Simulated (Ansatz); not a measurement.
# CH₆AlAsS, SMILES [AlH2][CH2]S[AsH2]: a geometry optimisation

Computed with the Python package of Ansatz (0.2.0).

The cells in order, each with its output:

```python
import itertools

import ansatz as az
from ase import Atoms
from ase.data import atomic_numbers, covalent_radii
import numpy as np
```

```python
atoms = Atoms(["Al", "C", "S", "As", "H", "H", "H", "H", "H", "H"], positions=[
    (-0.589, 2.0034, 0.3863),
    (0.0565, 0.1927, 0.1735),
    (-0.847, -0.6184, -1.2109),
    (0.3742, -2.5824, -1.0114),
    (-0.5221, 3.0697, -0.8592),
    (-1.3171, 2.516, 1.7455),
    (-0.0886, -0.3487, 1.1273),
    (1.1857, 0.2673, -0.046),
    (0.1261, -2.6439, 0.5861),
    (1.7044, -1.9068, -0.8883),
])
ch6alass = az.Crystal.molecule_from_ase(atoms)
```

```python
base = ch6alass.calculation().basis(gaussian="def2-SVP").functional("CAM-B3LYP")
symbols = [site.symbol for site in ch6alass.cartesian_sites]
start = np.array([site.position_ang for site in ch6alass.cartesian_sites], dtype=float)
def progress(event):
    if event["event"] == "relax_step":
        row = event["data"]
        print(f"step {row['step']:3d}  E = {row['lagrangian_ev']:.6f} eV  largest force component {row['allowed_force_max_ev_ang']:.4f} eV/A")
```

```python
rep = base.relax(force_tolerance=0.01, max_steps=100).session().plan().execute(on_event=progress).report
end = np.array(rep["positions_ang"])
```

    step   1  E = -79396.675359 eV  largest force component 1.4230 eV/A
    step   2  E = -79396.871655 eV  largest force component 1.1565 eV/A
    step   3  E = -79396.992310 eV  largest force component 0.9615 eV/A
    step   4  E = -79397.032202 eV  largest force component 0.1504 eV/A
    step   5  E = -79397.034241 eV  largest force component 0.0649 eV/A
    step   6  E = -79397.035535 eV  largest force component 0.0185 eV/A
    step   7  E = -79397.035879 eV  largest force component 0.0323 eV/A
    step   8  E = -79397.036036 eV  largest force component 0.0285 eV/A
    step   9  E = -79397.036277 eV  largest force component 0.0313 eV/A
    step  10  E = -79397.036414 eV  largest force component 0.0444 eV/A
    step  11  E = -79397.036521 eV  largest force component 0.0201 eV/A
    step  12  E = -79397.036942 eV  largest force component 0.0158 eV/A
    step  13  E = -79397.037674 eV  largest force component 0.0796 eV/A
    step  14  E = -79397.038627 eV  largest force component 0.1316 eV/A
    step  15  E = -79397.040084 eV  largest force component 0.1711 eV/A
    step  16  E = -79397.042448 eV  largest force component 0.1860 eV/A
    step  17  E = -79397.045401 eV  largest force component 0.2261 eV/A
    step  18  E = -79397.051131 eV  largest force component 0.2538 eV/A
    step  19  E = -79397.060110 eV  largest force component 0.2067 eV/A
    step  20  E = -79397.092111 eV  largest force component 0.2287 eV/A
    step  21  E = -79397.114040 eV  largest force component 0.4389 eV/A
    step  22  E = -79397.135322 eV  largest force component 0.4149 eV/A
    step  23  E = -79397.161559 eV  largest force component 0.3122 eV/A
    step  24  E = -79397.183316 eV  largest force component 0.2690 eV/A
    step  25  E = -79397.200780 eV  largest force component 0.2089 eV/A
    step  26  E = -79397.213443 eV  largest force component 0.2641 eV/A
    step  27  E = -79397.099020 eV  largest force component 0.9717 eV/A
    step  28  E = -79397.218709 eV  largest force component 0.1753 eV/A
    step  29  E = -79397.219862 eV  largest force component 0.1943 eV/A
    step  30  E = -79397.225582 eV  largest force component 0.0672 eV/A
    step  31  E = -79397.227115 eV  largest force component 0.0590 eV/A
    step  32  E = -79397.227384 eV  largest force component 0.0115 eV/A
    step  33  E = -79397.227397 eV  largest force component 0.0056 eV/A

```python
print("reference energy %16.6f eV" % rep["reference_energy_ev"])
print("total energy     %16.6f eV" % rep["free_energy_ev"])
print("occupied orbitals outside the frozen core (up, down):", rep["n_occupied"], " frozen:", rep["n_frozen"], " virtual:", rep["n_virtual"])
```

    reference energy    -79397.227527 eV
    total energy        -79397.227527 eV
    occupied orbitals outside the frozen core (up, down): [37, 37]  frozen: 0  virtual: [75, 75]

```python
# pairs closer than 1.2 times the sum of covalent radii, before or after
radius = [covalent_radii[atomic_numbers[s]] for s in symbols]
span = lambda where, i, j: np.linalg.norm(where[i] - where[j])
bonded = [(i, j) for i, j in itertools.combinations(range(len(symbols)), 2) if min(span(start, i, j), span(end, i, j)) < 1.2 * (radius[i] + radius[j])]
print("pair        before    after (A)")
for i, j in bonded:
    print(f"{symbols[i]}{i}-{symbols[j]}{j}".ljust(10), f"{span(start, i, j):8.4f} {span(end, i, j):8.4f}")
```

    pair        before    after (A)
    Al0-C1       1.9341   1.9626
    Al0-S2       3.0808   2.5148
    Al0-H4       1.6410   1.5797
    Al0-H5       1.6249   1.5819
    C1-S2        1.8414   1.8716
    C1-H6        1.1063   1.0961
    C1-H7        1.1528   1.0980
    S2-As3       2.3213   2.2662
    As3-H8       1.6178   1.5217
    As3-H9       1.4970   1.5242

```python
charges = rep["charge_distribution"]
dipole = np.array(charges["dipole_moment_e_ang"]) * 4.803205
print("dipole (D): {:.3f} {:.3f} {:.3f}, length {:.3f}".format(*dipole, np.linalg.norm(dipole)))
print("atom  Mulliken   Lowdin")
for symbol, m, l in zip(symbols, charges["mulliken_charges_e"], charges["lowdin_charges_e"]):
    print(f"{symbol:4s} {m:9.3f} {l:8.3f}")
```

    dipole (D): 1.257 -1.920 0.827, length 2.440
    atom  Mulliken   Lowdin
    Al       0.519    0.075
    C       -0.319   -0.220
    S       -0.211    0.327
    As       0.237    0.159
    H       -0.167   -0.123
    H       -0.184   -0.131
    H        0.070   -0.003
    H        0.085    0.007
    H       -0.004   -0.035
    H       -0.026   -0.056

Notes:
- The settings weren't tested for convergence.
- The end point is the stationary point reached from this start; no frequency run checks that it is a minimum, and the basis set is modest.
- The Löwdin charges here are taken after orthogonalising the functions within each atom; they differ from plain Löwdin charges, and their signs can be unphysical.
- The bonding changed during the relaxation, so the end is another isomer than the start names.
- Hardware and time: 2.5 min on 1 thread of Intel(R) Xeon(R) 6975P-C (Granite Rapids), with other jobs on the host, peak memory 0.42 GiB.

(Lines on the test bed's own set-up are left out of the output.)
